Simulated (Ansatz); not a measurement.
**GeCl₄+ (doublet): from Hartree-Fock to the top rungs, cc-pVDZ**

An exercise on one series of results from a longer session: the logs are not shown, and one member is left open.

Method: cc-pVDZ, core rule «outside noble gas», up to 34 orbitals frozen; program: Ansatz 0.2.0, Gaussian basis.

Plan: UHF; CCSD(T) on ROHF; CCSD(T) on UHF; BCCD(T) on ROHF; CASSCF and MRCISD+Q, 9 electrons in 9 orbitals; CASSCF and NEVPT2, 9 electrons in 9 orbitals.

8 further runs of the same task are left out: 5 that didn't finish, 3 set aside as unsound or not needed.

## The geometry

The geometry is a PBE0/def2-TZVP stationary point (not a proven minimum) of the parent state, kept for this charge and spin. No spin-orbit coupling is included. The filled d shell of Ge may be among the frozen orbitals whatever the setting's name suggests; the logs give the count.

5 atoms, charge 1, spin multiplicity 2.

Atoms are counted from 1 here; the program's logs count them from 0.

Bond lengths: Ge1–Cl2 2.117 Å, Ge1–Cl3 2.117 Å, Ge1–Cl4 2.117 Å, Ge1–Cl5 2.117 Å. Angles: Cl2–Ge1–Cl3 109.5°, Cl2–Ge1–Cl4 109.5°, Cl2–Ge1–Cl5 109.5°, Cl3–Ge1–Cl4 109.5°, Cl3–Ge1–Cl5 109.5°, Cl4–Ge1–Cl5 109.5°.

The first run:

in.yaml

```yaml
crystal:
  periodic: [false, false, false]
  atoms:
    - {symbol: Ge, position_ang: [0.000000, 0.000000, 0.000000]}
    - {symbol: Cl, position_ang: [1.221899, 1.222219, 1.222210]}
    - {symbol: Cl, position_ang: [-1.224410, -1.219908, 1.222006]}
    - {symbol: Cl, position_ang: [-1.219807, 1.221998, -1.224519]}
    - {symbol: Cl, position_ang: [1.222318, -1.224309, -1.219697]}
basis:
  gaussian: {orbitals: cc-pVDZ}
total_charge: 1
magnetization: {spin_polarized: true, initial_magnetization: 1}
hamiltonian: {xc: hf}
output: {orbitals: {seedname: orbitals}}
```

Started as:

```console
$ ansatz run in.yaml --threads 1 --pin off --events-out ev --progress --plain --max-ram 4096MiB --backend cpu
```

Among the steps run: UHF; CCSD(T) on ROHF; CCSD(T) on UHF; BCCD(T) on ROHF; CASSCF and MRCISD+Q, 9 electrons in 9 orbitals; CASSCF and NEVPT2, 9 electrons in 9 orbitals.

One of the session's tables, all rows but one given; the rest of the session is left out.

```
  method  from RCCSD(T) (kJ/mol)
    RMP2                       ?
    UMP2                  +166.0
   RCCSD                   +67.0
   UCCSD                   +66.1
RCCSD(T)                       0
UCCSD(T)                    +0.4
 BCCD(T)                    -0.4
```

Q: Estimate the row for RMP2 from the others.

The run gave: from RCCSD(T) (kJ/mol): +156.9. In the column «from RCCSD(T) (kJ/mol)» it lies between RCCSD (+67.0) and UMP2 (+166.0).

Not comparable, so not listed: CASSCF and NEVPT2, 9 electrons in 9 orbitals (they don't share determinant, frozen orbitals or solution with the rows shown, or repeat one).

Left out of the table: CASSCF frontier, MRCISD frontier, MRCISD+Q frontier (the active space lost an orbital or holds another state than full CI finds).

To keep in mind: The report flags that the cluster equations may have other roots. Left out of the table: ROHF, UHF (another determinant or state than the rows shown). The program flags RCCSD(T), UCCSD(T), BCCD(T) as in doubt, so the zero of the table is itself unsure. Warnings: coupled cluster took another determinant than the lowest. Restricted and unrestricted rows rest on different reference determinants; where their highest levels disagree by more than a few hundredths of an eV, they describe different states and don't form one ladder. Warnings in the runs' records: passed over end.
